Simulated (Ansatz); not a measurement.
# Cl2FH3O2Si2: a ladder of functionals and wavefunction methods

How much do the methods differ for Cl2FH3O2Si2? The plan is to run it at one geometry with functionals of several rungs and with coupled cluster, and see how far each lands from CCSD(T) at the basis-set limit for the atomisation energy.

Computed with Ansatz 0.2.0, Gaussian basis. Level: functionals in def2-TZVPP, the program's frozen cores in correlated methods.

The runs, in order: PBE-D4, r2SCAN-D4, PBE0-D4, B3LYP-D4, ωB97X-V, ωB97M-V, B2PLYP; CCSD(T)/def2-TZVPP; MP2/def2-QZVPP; extrapolation to the limit.

**1. The relaxed structure**

The geometry comes from an earlier relaxation with PBE0-D4 in a triple-zeta def2 set; it is a stationary point, not always the lowest conformer.

SMILES `O[Si@@H](Cl)O[Si@H](F)Cl`, 10 atoms, charge 0, spin multiplicity 1.

Atoms are counted from 1 here; the program's logs count them from 0.

Bond lengths: O1–Si2 1.620 Å, O1–H8 0.960 Å, Si2–Cl3 2.047 Å, Si2–O4 1.633 Å, Si2–H9 1.465 Å, O4–Si5 1.611 Å, Si5–F6 1.580 Å, Si5–Cl7 2.041 Å, Si5–H10 1.466 Å. Angles: Si2–O1–H8 119.3°, O1–Si2–Cl3 110.6°, O1–Si2–O4 112.3°, O1–Si2–H9 107.9°, Cl3–Si2–O4 106.9°, Cl3–Si2–H9 110.2°, O4–Si2–H9 108.8°, Si2–O4–Si5 144.8°, O4–Si5–F6 108.8°, O4–Si5–Cl7 109.7°, O4–Si5–H10 111.7°, F6–Si5–Cl7 107.7°, F6–Si5–H10 108.8°, Cl7–Si5–H10 110.0°.

**2. PBE-D4 (GGA)**

in.yaml

```yaml
crystal:
  periodic: [false, false, false]
  atoms:
    - {symbol: O, position_ang: [1.346024, -1.071157, -1.299625]}
    - {symbol: Si, position_ang: [0.943543, -1.051621, 0.269760]}
    - {symbol: Cl, position_ang: [2.302863, 0.032945, 1.349810]}
    - {symbol: O, position_ang: [-0.518950, -0.371549, 0.526564]}
    - {symbol: Si, position_ang: [-1.443500, 0.913511, 0.230649]}
    - {symbol: F, position_ang: [-2.780524, 0.429677, -0.459067]}
    - {symbol: Cl, position_ang: [-0.490766, 2.162551, -1.071849]}
    - {symbol: H, position_ang: [1.511808, -0.241351, -1.751964]}
    - {symbol: H, position_ang: [0.909501, -2.437189, 0.743872]}
    - {symbol: H, position_ang: [-1.780019, 1.634183, 1.461870]}
basis:
  gaussian: {orbitals: def2-TZVPP}
hamiltonian: {xc: pbe, dispersion: d4}
output: {forces: true, orbitals: {seedname: orbitals}}
```

Command:

```
ansatz run in.yaml --threads 2 --pin off --events-out ev --progress --plain --max-ram 31744MiB --backend cuda --devices 0, --max-vram 18GiB
```

Further steps of the session: r2SCAN-D4 (meta-GGA); PBE0-D4 (hybrid); B3LYP-D4 (hybrid); ωB97X-V (range-separated); ωB97M-V (range-separated); B2PLYP (double hybrid); CCSD(T) in def2-TZVPP; MP2 in def2-QZVPP.

Q: Predict the results of all the runs planned. Wanted: atomisation energy, CCSD(T)/CBS; farthest; mean size of error, hybrid; mean size of error, range-separated; gap, smallest and largest; T1 diagnostic; triples share of the correlation energy.

The runs gave:

| quantity | value |
| --- | --- |
| atomisation energy, CCSD(T)/CBS | 41.201 eV |
| functionals within 0.206 eV (0.5 %) | PBE-D4, r2SCAN-D4, ωB97X-V, ωB97M-V |
| farthest | B2PLYP (-0.936 eV) |
| mean size of error, hybrid | 0.804 eV |
| mean size of error, range-separated | 0.108 eV |
| gap, smallest and largest | 7.51 eV (PBE-D4), 14.40 eV (ωB97X-V) |
| T1 diagnostic | 0.0109 |
| triples share of the correlation energy | 3.6 % |

**Reading.** PBE-D4 is off by -0.079 eV. Double hybrids carry the basis error of their MP2 part in triple zeta, and no dispersion term here, so their miss is partly the set-up's. Misses under about 0.206 eV are within the doubt on the reference itself, which lacks core-valence correlation, relativity and higher excitations. Hartree-Fock recovers 73 % of the binding; the rest is correlation. Orbital gaps span 7.5 to 14.4 eV; exact exchange widens them.
